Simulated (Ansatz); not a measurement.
# Ti2SnC: properties at the relaxed cell

The task here is to estimate one member of a computed series from the others.

Method: DFT r2SCAN, scalar-relativistic, plane waves, PAW, in Ansatz 0.2.0.

1 further run of the same task is left out (set aside as unsound or not needed). Runs told in other sessions of the task aren't counted.

## The system as given

It takes space group P6_3/mmc (No. 194, hexagonal). Conventional cell: a = 3.166 Å, b = 3.166 Å, c = 13.717 Å, α = 90.00°, β = 90.00°, γ = 120.00°. Ti (site symmetry 3m) is surrounded by 3 C at 2.14 Å. Sn (site symmetry -6m2) has 6 Ti at 2.95 Å and 6 Sn at 3.17 Å in its first shell of neighbours. C (site symmetry -3m) is surrounded by 6 Ti at 2.14 Å.

As a file:

```xyz
8
Lattice="3.1655 0.0000 0.0000 -1.5828 2.7414 0.0000 0.0000 0.0000 13.7169" Properties=species:S:1:pos:R:3 pbc="T T T"
Ti    0.0000    1.8276    1.1108
Ti    0.0000    1.8276    5.7476
Ti    1.5828    0.9138    7.9693
Ti    1.5828    0.9138   12.6060
Sn    0.0000    1.8276   10.2876
Sn    1.5828    0.9138    3.4292
C     0.0000    0.0000    0.0000
C     0.0000    0.0000    6.8584
```

It goes back to an entry of the Materials Project, which need not be the stable form.

It is the result of an earlier relaxation at this level (volume 14.88 Å³/atom; gap on the mesh: none (metal)).

Set-up of the first run:

The input, input.yaml:

```yaml
crystal:
  lattice:
    - [3.1335250029, 0.0, 0.0]
    - [-1.5667625015, 2.7137122559, 0.0]
    - [0.0, 0.0, 13.5782895714]
  atoms:
    - { symbol: Ti, position: [0.3333333333, 0.6666666667, 0.0809835412] }
    - { symbol: Ti, position: [0.3333333333, 0.6666666667, 0.4190164588] }
    - { symbol: Ti, position: [0.6666666667, 0.3333333333, 0.5809835412] }
    - { symbol: Ti, position: [0.6666666667, 0.3333333333, 0.9190164588] }
    - { symbol: Sn, position: [0.3333333333, 0.6666666667, 0.75] }
    - { symbol: Sn, position: [0.6666666667, 0.3333333333, 0.25] }
    - { symbol: C, position: [0.0, 0.0, 0.0] }
    - { symbol: C, position: [0.0, 0.0, 0.5] }
basis:
  ecutwfc: 500
kpoints:
  mp_grid: { grid: [12, 12, 4] }
hamiltonian:
  xc: r2scan
scf:
  occupations: { method: gaussian, width: 0.1 }
output:
  forces: true
  stress: true
  eigenvalues: true
relax:
  adjacent_minimum: "off"
  f_tol: 0.01
  max_steps: 30
  cell: { stress_tol: 0.1, fix: [volume] }
```

The run is started by

```console
ansatz run input.yaml --threads 2 --pin off --max-ram 5120MiB --backend cpu --events-out ev --progress --plain --runs-dir out
```

Among the steps run: Point at V/V0 = 0.97; Point at V/V0 = 1.03; Point at V/V0 = 0.94; The cell scaled to 1.06 of its volume; Point at V/V0 = 0.91; Point at V/V0 = 1.10; Point at V/V0 = 0.88.

One table of the session follows, with a row left open; its other results are not shown here.

It belongs to the step «Equation of state». 

| volume (Å³/atom) | energy above the lowest point (meV/atom) | pressure (GPa) |
| --- | --- | --- |
| 13.094 | 123.7 | 24.92 |
| 13.540 | 65.5 | 17.09 |
| 13.986 | 27.4 | 10.44 |
| 14.433 | 6.5 | 4.80 |
| 14.879 | 0.0 | 0.02 |
| 15.326 | ? | ? |
| 15.772 | 21.7 | -7.36 |
| 16.367 | 56.0 | -10.95 |

Estimate the missing values for volume (Å³/atom) = 15.326.

Worked estimate for «energy above the lowest point (meV/atom)». A straight line through the neighbours (14.879, 0.0) and (15.772, 21.7) gives 0.0 + (21.7 − 0.0) × (15.326 − 14.879) / (15.772 − 14.879) = 10.9; a parabola fitted to 4 rows on both sides gives 5.9.

**Answer.** energy above the lowest point (meV/atom): 5.7; pressure (GPa): -4.00. In «energy above the lowest point (meV/atom)» the line misses by +5.2 and the parabola by +0.2.
